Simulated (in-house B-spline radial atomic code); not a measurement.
**Au²³⁺: excited configurations in jj coupling**

Aim: the energies of several excited configurations of Au²³⁺ above a reference configuration, each from its own self-consistent run.

The numbers are computed with in-house B-spline radial atomic code version 1 (Dirac-Hartree-Fock, average of configuration, Fermi nucleus, basis-set limit), except any that are marked as measured or tabulated.

### 1 The atom as given

- element: gold (Z = 79)
- charge: +23
- electrons: 56
- configuration: 1s2 2s2 2p6 3s2 3p6 3d10 4s2 4p6 4d10 4f-6 4f+4
- Hamiltonian: Dirac-Coulomb
- nucleus: Fermi, rms radius 5.437 fm

In configurations, a minus sign after the shell means j = l − 1/2 and a plus sign j = l + 1/2; the count of electrons follows.

Settings, as recorded:

```ini
Z = 79
electrons = 56.0
configuration = 1s2 2s2 2p6 3s2 3p6 3d10 4s2 4p6 4d10 4f-6 4f+4
hamiltonian = dirac
method = hf
spin_polarised = False
nucleus = fermi
rms_radius = 5.4371
mass_number = 197
atomic_mass = 196.966570103
speed_of_light = 137.035999084
```

This reference run was done before. Its total energy is -18813.891538 hartree, and its levels are (the highest eight at most):

```tsv
orbital	occupation	energy (eV)	<r> (bohr)
3d5/2	6	-2895.87	0.1692
4s1/2	2	-1407.27	0.4003
4p1/2	2	-1289.53	0.4014
4p3/2	4	-1180.43	0.4303
4d3/2	4	-988.43	0.4314
4d5/2	6	-959.70	0.4414
4f5/2	6	-715.73	0.4353
4f7/2	4	-708.23	0.4403
```

### 2 Run with 1s2 2s2 2p6 3s2 3p6 3d10 4s2 4p6 4d-3 4d+6 4f-5 4f+5 8p-1

Settings, as recorded:

```ini
Z = 79
electrons = 56.0
configuration = 1s2 2s2 2p6 3s2 3p6 3d10 4s2 4p6 4d-3 4d+6 4f-5 4f+5 8p-1
hamiltonian = dirac
method = hf
spin_polarised = False
nucleus = fermi
rms_radius = 5.4371
mass_number = 197
atomic_mass = 196.966570103
speed_of_light = 137.035999084
```

### 3 1s2 2s2 2p6 3s2 3p6 3d10 4s2 4p6 4d-4 4d+5 4f-2 4f+8 7g-1

The settings differ from step 2 so:

```diff
@@ -2,3 +2,3 @@
 electrons = 56.0
-configuration = 1s2 2s2 2p6 3s2 3p6 3d10 4s2 4p6 4d-3 4d+6 4f-5 4f+5 8p-1
+configuration = 1s2 2s2 2p6 3s2 3p6 3d10 4s2 4p6 4d-4 4d+5 4f-2 4f+8 7g-1
 hamiltonian = dirac
```

### 4 Run with 1s2 2s2 2p6 3s2 3p6 3d10 4s2 4p6 4d-4 4d+5 4f-6 4f+4 5s1

The settings differ from step 3 so:

```diff
@@ -2,3 +2,3 @@
 electrons = 56.0
-configuration = 1s2 2s2 2p6 3s2 3p6 3d10 4s2 4p6 4d-4 4d+5 4f-2 4f+8 7g-1
+configuration = 1s2 2s2 2p6 3s2 3p6 3d10 4s2 4p6 4d-4 4d+5 4f-6 4f+4 5s1
 hamiltonian = dirac
```

### 5 Run with 1s2 2s2 2p6 3s2 3p6 3d10 4s2 4p6 4d-3 4d+6 4f-6 4f+4 6g-1

The settings differ from step 4 so:

```diff
@@ -2,3 +2,3 @@
 electrons = 56.0
-configuration = 1s2 2s2 2p6 3s2 3p6 3d10 4s2 4p6 4d-4 4d+5 4f-6 4f+4 5s1
+configuration = 1s2 2s2 2p6 3s2 3p6 3d10 4s2 4p6 4d-3 4d+6 4f-6 4f+4 6g-1
 hamiltonian = dirac
```

Q: How far above the reference does each configuration lie (order and size, in eV)?

The runs gave:

| net move | configuration | energy above the reference (eV) | with Breit, QED, recoil (eV) | largest <r> (bohr) |
| --- | --- | --- | --- | --- |
| 4d5/2 → 5s | 1s2 2s2 2p6 3s2 3p6 3d10 4s2 4p6 4d-4 4d+5 4f-6 4f+4 5s1 | 314.87 | 315.28 | 0.783 |
| 4d3/2 → 6g7/2 | 1s2 2s2 2p6 3s2 3p6 3d10 4s2 4p6 4d-3 4d+6 4f-6 4f+4 6g-1 | 758.62 | 757.76 | 1.72 |
| 4d3/2, 4f5/2 → 4f7/2, 8p1/2 | 1s2 2s2 2p6 3s2 3p6 3d10 4s2 4p6 4d-3 4d+6 4f-5 4f+5 8p-1 | 813.45 | 812.51 | 2.77 |
| 4d5/2, 4×4f5/2 → 4×4f7/2, 7g7/2 | 1s2 2s2 2p6 3s2 3p6 3d10 4s2 4p6 4d-4 4d+5 4f-2 4f+8 7g-1 | 815.30 | 814.20 | 2.52 |

**Reading.** The lowest of them is 4d5/2 → 5s at 314.87 eV and the highest 4d5/2, 4×4f5/2 → 4×4f7/2, 7g7/2 at 815.30 eV. Koopmans' estimate of the ionisation threshold is 708.23 eV; 3 configurations exceed it by over 2 % and could autoionise. These are averages over configurations, without correlation, not spectroscopic levels.
